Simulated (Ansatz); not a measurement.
# GeH2MePh (C7H10Ge): geometry, orbitals and charge

What does GeH2MePh (C7H10Ge) look like as a singlet, and where do its frontier electrons sit?

Method: RKS PBE0-D4/def2-TZVP; program: Ansatz 0.2.0, Gaussian basis.

The runs, in order: relaxation at PBE0-D4/def2-SVP; a single point at PBE0-D4/def2-TZVP.

2 further runs of the same task are left out: 2 set aside as unsound or not needed.

**1. Where the work starts**

18 atoms, charge 0, spin multiplicity 1.

Atoms are counted from 1 here; the program's logs count them from 0.

Bond lengths: Ge1–H2 1.506 Å, Ge1–H3 1.506 Å, Ge1–C4 1.970 Å, Ge1–C8 1.960 Å, C4–H5 1.087 Å, C4–H6 1.087 Å, C4–H7 1.087 Å, C8–C9 1.389 Å, C8–C13 1.389 Å, C9–C10 1.383 Å, C9–H14 1.083 Å, C10–C11 1.384 Å, C10–H15 1.081 Å, C11–C12 1.385 Å, C11–H16 1.080 Å, C12–C13 1.383 Å, C12–H17 1.081 Å, C13–H18 1.083 Å. Angles: H2–Ge1–H3 107.2°, H2–Ge1–C4 109.8°, H2–Ge1–C8 109.1°, H3–Ge1–C4 109.5°, H3–Ge1–C8 109.6°, C4–Ge1–C8 111.5°, Ge1–C4–H5 111.0°, Ge1–C4–H6 110.5°, Ge1–C4–H7 110.5°, H5–C4–H6 108.3°, H5–C4–H7 108.3°, H6–C4–H7 108.1°, Ge1–C8–C9 120.7°, Ge1–C8–C13 120.7°, C9–C8–C13 118.6°, C8–C9–C10 120.9°, C8–C9–H14 119.2°, C10–C9–H14 119.9° and more.

The start is a GFN2-xTB geometry.

**2. Optimising with PBE0-D4/def2-SVP**

in.yaml reads:

```yaml
crystal:
  periodic: [false, false, false]
  atoms:
    - {symbol: Ge, position_ang: [1.151390, 1.405440, 0.816880]}
    - {symbol: H, position_ang: [1.181580, 1.404900, 2.322800]}
    - {symbol: H, position_ang: [2.581170, 1.425740, 0.343920]}
    - {symbol: C, position_ang: [0.221320, 3.016340, 0.167720]}
    - {symbol: H, position_ang: [0.692350, 3.918690, 0.547800]}
    - {symbol: H, position_ang: [-0.817270, 3.011950, 0.488580]}
    - {symbol: H, position_ang: [0.238300, 3.054250, -0.918770]}
    - {symbol: C, position_ang: [0.275720, -0.232240, 0.191210]}
    - {symbol: C, position_ang: [0.565970, -0.757330, -1.061210]}
    - {symbol: C, position_ang: [-0.074090, -1.894550, -1.520200]}
    - {symbol: C, position_ang: [-1.018180, -2.523240, -0.726390]}
    - {symbol: C, position_ang: [-1.317700, -2.010870, 0.525090]}
    - {symbol: C, position_ang: [-0.673890, -0.873450, 0.976510]}
    - {symbol: H, position_ang: [1.307470, -0.267800, -1.679950]}
    - {symbol: H, position_ang: [0.163830, -2.291970, -2.496590]}
    - {symbol: H, position_ang: [-1.519650, -3.411900, -1.080640]}
    - {symbol: H, position_ang: [-2.053020, -2.500920, 1.147470]}
    - {symbol: H, position_ang: [-0.905300, -0.473050, 1.955760]}
basis:
  gaussian: {orbitals: def2-SVP}
hamiltonian: {xc: pbe0, dispersion: d4}
scf: {lower_state_search: "off"}
output: {orbitals: {seedname: orbitals}}
relax: {f_tol: 0.02, max_steps: 100}
```

On the command line:

```bash
> ansatz run in.yaml --threads 2 --pin off --events-out ev --progress --plain --max-ram 32768MiB --backend cuda --devices 0, --max-vram 18GiB
```

Further steps of the session: Single point, PBE0-D4/def2-TZVP.

Q: Predict the results of all the runs planned. Wanted: point group; commonest bond, hydrogen aside; HOMO, LUMO at PBE0-D4/def2-TZVP; dipole at PBE0-D4/def2-SVP.

**Answer**, as computed:

```
                       quantity                          value
                    point group                             C1
 commonest bond, hydrogen aside  C–C, 6 of mean length 1.397 Å
HOMO, LUMO at PBE0-D4/def2-TZVP                -7.23, -0.51 eV
     dipole at PBE0-D4/def2-SVP                         0.72 D
```

**Reading.** The molecule keeps its bonding pattern by the stored test; the atoms moved 0.03 Å (rms). No usable vibrations, so a minimum isn't proven. The point group is read from a loosely relaxed geometry; soft torsions can leave it below the true symmetry.
